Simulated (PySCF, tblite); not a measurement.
# C5H8F2O2Si: geometry, infrared bands and NMR shifts

What infrared bands and NMR shifts should C5H8F2O2Si (`O=COC1(C(F)F)C[SiH2]C1`) show?

Programs: tblite 0.8.0 and PySCF 2.14.0, with density-fitted response routines of our own. Each step states its level of theory. These are calculated values for one molecule in the gas phase, unless marked as measured. Atoms count from 0, in the outputs and in this text.

## (1) The starting structure

18 atoms, charge 0, multiplicity 1; geometry from: force field or distance geometry start.

Bonds of the start (Å): O0–C1 1.21, C1–O2 1.35, O2–C3 1.48, C3–C4 1.53, C4–F5 1.37, C4–F6 1.35, C3–C7 1.59, C7–Si8 1.88, Si8–C9 1.87, C9–C3 1.58, C1–H10 1.11, C4–H11 1.09, C7–H12 1.10, C7–H13 1.09, Si8–H14 1.47, Si8–H15 1.49, C9–H16 1.09, C9–H17 1.09.

## (2) Optimising the geometry with GFN2-xTB

Job settings and geometry (Å):

```
{"job": {"kind": "relax", "xc": "GFN2-xTB", "basis": "xTB"}, "charge": 0, "multiplicity": 1}
O      2.576200    -0.292700    -1.057000
C      2.284600    -0.917400    -0.061000
O      1.154900    -0.822100     0.673800
C      0.149100     0.160500     0.197500
C      0.711100     1.585300     0.281100
F     -0.286700     2.479600     0.010800
F      1.132200     1.841300     1.539000
C     -1.193600     0.045500     1.044700
Si    -1.891100    -1.107800    -0.273100
C     -0.535900    -0.185700    -1.180800
H      2.938700    -1.679300     0.412000
H      1.528900     1.779000    -0.417100
H     -1.776000     0.970400     1.149300
H     -1.086500    -0.408200     2.029300
H     -1.593000    -2.530600    -0.045800
H     -3.275600    -0.786800    -0.714700
H      0.054100    -0.805300    -1.862200
H     -0.900100     0.680600    -1.737700
```

Run with:

```console
$ OMP_NUM_THREADS=1 python probes_run.py task.json out
```

This one command runs all jobs of the session in turn.

**Question.** This job is followed by: GFN2-xTB harmonic vibrations, gas phase; GIAO PBE0/pcSseg-1 NMR shielding, non-relativistic, gas phase. What will the session give for the following? strongest single infrared mode (GFN2-xTB); zero-point energy (GFN2-xTB); 13C shifts against TMS (PBE0/pcSseg-1, means over atoms taken as alike); 1H shifts against TMS (PBE0/pcSseg-1, means over atoms taken as alike); 17O shifts against H2O (PBE0/pcSseg-1); 19F shifts against CFCl3 (PBE0/pcSseg-1, means over atoms taken as alike); 29Si shifts against TMS (PBE0/pcSseg-1).

**Answer**, as computed:

| quantity | value |
| --- | --- |
| strongest single infrared mode (GFN2-xTB) | 1786 cm⁻¹, 471 km/mol |
| zero-point energy (GFN2-xTB) | 76.8 kcal/mol |
| 13C shifts against TMS (PBE0/pcSseg-1, means over atoms taken as alike) | 165.3, 119.3, 82.9, 20.6 ppm |
| 1H shifts against TMS (PBE0/pcSseg-1, means over atoms taken as alike) | 7.94, 7.23, 4.63, 4.44, 2.27, 1.83 ppm |
| 17O shifts against H2O (PBE0/pcSseg-1) | 454.2, 256.2 ppm |
| 19F shifts against CFCl3 (PBE0/pcSseg-1, means over atoms taken as alike) | -151.8 ppm |
| 29Si shifts against TMS (PBE0/pcSseg-1) | -54.9 ppm |

What this shows: The optimisation took 115 steps and gained 0.468 eV; among the close pairs (by a distance rule), C3–C7 changed most, from 1.592 to 1.535 Å. All 48 modes are real, so the xTB geometry is a minimum. The strongest single mode, at 1786 cm⁻¹, moves mainly C1 and O0. GFN2-xTB is a fitted tight-binding method: band positions and strengths are rough. Its intensities can rank the bands wrongly. The most deshielded carbon is C1 (ester carbonyl carbon), at 165.3 ppm: it is a carbonyl in resonance with an O or N lone pair, the region of acids, esters and amides. At PBE0/pcSseg-1: Shielding is most anisotropic at O0 (span 680 ppm, paramagnetic term -522 ppm).
